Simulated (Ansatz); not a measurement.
# CH₆OSiSn: a ladder of functionals and wavefunction methods

One table from this session's results is given with a row withheld; the runs are named, their logs left out.

Method: functionals in def2-TZVPP, the program's frozen cores in correlated methods; program: Ansatz 0.2.0, Gaussian basis.

Plan: LDA (SPW92), PBE-D4, revPBE-D4, BLYP-D4, r2SCAN-D4, B97M-V, PBE0-D4, B3LYP-D4, r2SCANh-D4, r2SCAN0-D4, HSE06-D4, BHLYP-D4, CAM-B3LYP-D4, LC-ωPBE, ωB97X-V, ωB97M-V, B2PLYP, PBE-QIDH; CCSD(T)/def2-SVP; CCSD(T)/def2-TZVPP; MP2/def2-QZVPP; extrapolation to the limit; RPA on PBE.

## Structure used throughout

The geometry comes from an earlier relaxation with PBE0-D4 in a triple-zeta def2 set; it is a stationary point, not always the lowest conformer. Sn takes the def2 core potential; no spin-orbit term is included.

SMILES `[SnH3][SiH]1CO1`, 10 atoms, charge 0, spin multiplicity 1.

Atoms are counted from 1 here; the program's logs count them from 0.

Bond lengths: Sn1–Si2 2.553 Å, Sn1–H5 1.706 Å, Sn1–H6 1.707 Å, Sn1–H7 1.704 Å, Si2–C3 1.815 Å, Si2–O4 1.675 Å, Si2–H8 1.486 Å, C3–O4 1.462 Å, C3–H9 1.088 Å, C3–H10 1.088 Å. Angles: Si2–Sn1–H5 110.9°, Si2–Sn1–H6 110.2°, Si2–Sn1–H7 109.0°, H5–Sn1–H6 108.4°, H5–Sn1–H7 109.2°, H6–Sn1–H7 109.1°, Sn1–Si2–C3 121.9°, Sn1–Si2–O4 116.0°, Sn1–Si2–H8 117.1°, C3–Si2–O4 49.3°, C3–Si2–H8 118.8°, O4–Si2–H8 114.9°, Si2–C3–O4 60.3°, Si2–C3–H9 121.1°, Si2–C3–H10 121.9°, O4–C3–H9 113.1°, O4–C3–H10 113.4°, H9–C3–H10 113.9° and more.

Set-up of the first run:

in.yaml

```yaml
crystal:
  periodic: [false, false, false]
  atoms:
    - {symbol: Sn, position_ang: [-1.220239, 1.112447, -0.950879]}
    - {symbol: Si, position_ang: [-0.117648, -0.831706, 0.283387]}
    - {symbol: C, position_ang: [1.516879, -0.672083, 1.056430]}
    - {symbol: O, position_ang: [1.398245, -1.284098, -0.265638]}
    - {symbol: H, position_ang: [-1.801365, 0.614703, -2.475385]}
    - {symbol: H, position_ang: [-2.535438, 1.716077, -0.045102]}
    - {symbol: H, position_ang: [-0.074475, 2.355407, -1.165791]}
    - {symbol: H, position_ang: [-0.996419, -1.957706, 0.693320]}
    - {symbol: H, position_ang: [1.846480, -1.371028, 1.823019]}
    - {symbol: H, position_ang: [2.067081, 0.266786, 1.049540]}
basis:
  gaussian: {orbitals: def2-TZVPP}
hamiltonian: {xc: lda}
output: {orbitals: {seedname: orbitals}}
```

Among the steps run: LDA; PBE-D4 (GGA); revPBE-D4 (GGA); BLYP-D4 (GGA); r2SCAN-D4 (meta-GGA); B97M-V (meta-GGA); PBE0-D4 (hybrid); B3LYP-D4 (hybrid); r2SCANh-D4 (hybrid); r2SCAN0-D4 (hybrid); HSE06-D4 (hybrid); BHLYP-D4 (hybrid); CAM-B3LYP-D4 (range-separated); LC-ωPBE (range-separated); ωB97X-V (range-separated); ωB97M-V (range-separated); B2PLYP (double hybrid); PBE-QIDH (double hybrid).

One table of the session follows, with a row left open; its other results are not shown here.

It belongs to the step «Frontier levels by functional». 

| functional | HOMO (eV) | gap (eV) |
| --- | --- | --- |
| LDA (SPW92) | -6.45 | 4.49 |
| PBE-D4 | -6.31 | 4.51 |
| revPBE-D4 | -6.25 | 4.53 |
| BLYP-D4 | -6.16 | 4.50 |
| r2SCAN-D4 | -6.54 | 4.93 |
| B97M-V | -6.60 | 4.89 |
| PBE0-D4 | -7.50 | 6.48 |
| B3LYP-D4 | -7.28 | 6.07 |
| r2SCANh-D4 | -6.98 | 5.65 |
| r2SCAN0-D4 | -7.65 | 6.74 |
| HSE06-D4 | -7.10 | 5.71 |
| BHLYP-D4 | -8.57 | 8.39 |
| CAM-B3LYP-D4 | ? | ? |
| LC-ωPBE | -10.12 | 11.19 |
| ωB97X-V | -9.78 | 10.73 |
| ωB97M-V | -9.64 | 10.36 |

Q: Estimate the row for CAM-B3LYP-D4 from the others.

**Answer.** HOMO (eV): -8.80; gap (eV): 8.80. In the column «HOMO (eV)» it lies between ωB97M-V (-9.64) and BHLYP-D4 (-8.57).
